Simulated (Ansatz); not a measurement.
Predict the output of the script below (the Ansatz DFT code, driven from Python).

Input file `ch7bssi.xyz`:
```text
11

B    -1.01960    1.49170    0.04330
C    -0.62530    0.09720   -0.47320
Si    0.98480   -0.35600    0.28350
S     1.68200   -2.29200   -0.39420
H    -1.22710    2.40580   -0.76190
H    -1.26030    1.74590    1.18000
H    -0.49060    0.11060   -1.57300
H    -1.34890   -0.63080   -0.18780
H     0.88930   -0.36060    1.80410
H     2.03930    0.62970   -0.06780
H     0.44180   -2.89860    0.16770
```

Script `ch7bssi_energy.py`:
```python
'''Single point of CH7BSSi in a Gaussian basis.'''

import logging
import sys

import ansatz as az

logging.basicConfig(stream=sys.stdout, format='%(levelname)s %(message)s')
logger = logging.getLogger('run')
logger.setLevel(logging.INFO)

molecule = az.Crystal.molecule_from_extxyz('ch7bssi.xyz')

job = (
    molecule.calculation()
    .basis(gaussian='def2-TZVP')
    .functional('cam_b3lyp')
)
trace = []
done = job.session().plan().execute(on_event=trace.append)
data = done.report
for event in trace:
    if event['event'] == 'mean_field_evaluation' and event['data']['evaluation'] <= 25:
        logger.info('pass {evaluation:3d}  E = {energy_ev:.6f} eV  gradient {gradient_ev:.1e}'.format(**event['data']))

for key in ('converged', 'free_energy_ev', 'reference_energy_ev', 'n_frozen', 'n_occupied', 'n_virtual'):
    logger.info(f'{key:22s} {data[key]}')
```

```console
$ python ch7bssi_energy.py
INFO pass   1  E = -20536.302932 eV  gradient 4.5e+01
INFO pass   2  E = -20537.007036 eV  gradient 4.0e+01
INFO pass   3  E = -20540.849102 eV  gradient 3.0e+00
INFO pass   4  E = -20540.869822 eV  gradient 1.5e+00
INFO pass   5  E = -20540.875325 eV  gradient 2.2e-01
INFO pass   6  E = -20540.876058 eV  gradient 2.2e-01
INFO pass   7  E = -20540.876185 eV  gradient 5.6e-02
INFO pass   8  E = -20540.906757 eV  gradient 2.6e-01
INFO pass   9  E = -20540.906855 eV  gradient 3.7e-02
INFO pass  10  E = -20540.906857 eV  gradient 1.3e-02
INFO pass  11  E = -20540.906858 eV  gradient 2.5e-03
INFO pass  12  E = -20540.906858 eV  gradient 6.2e-04
INFO pass  13  E = -20540.906858 eV  gradient 6.2e-04
INFO pass  14  E = -20540.906858 eV  gradient 1.9e-04
INFO pass  15  E = -20540.906858 eV  gradient 5.3e-05
INFO pass  16  E = -20540.906858 eV  gradient 5.3e-05
INFO converged              True
INFO free_energy_ev         -20540.90699860173
INFO reference_energy_ev    -20540.90699860173
INFO n_frozen               0
INFO n_occupied             [24, 24]
INFO n_virtual              [154, 154]
```

Notes:
- Total energies depend on the basis set; only differences at equal settings carry meaning.
- The geometry is a force-field or estimated start, not a minimum of this method, and the basis set is short of its limit.
- Early passes use coarser integrals and grids, so their energies can't be compared with the last.
- The whole script took 6.8 s on 1 thread of Arm Neoverse V2, on a shared host, peak memory 0.4 GiB.

(Lines on the test bed's own set-up are left out of the output.)
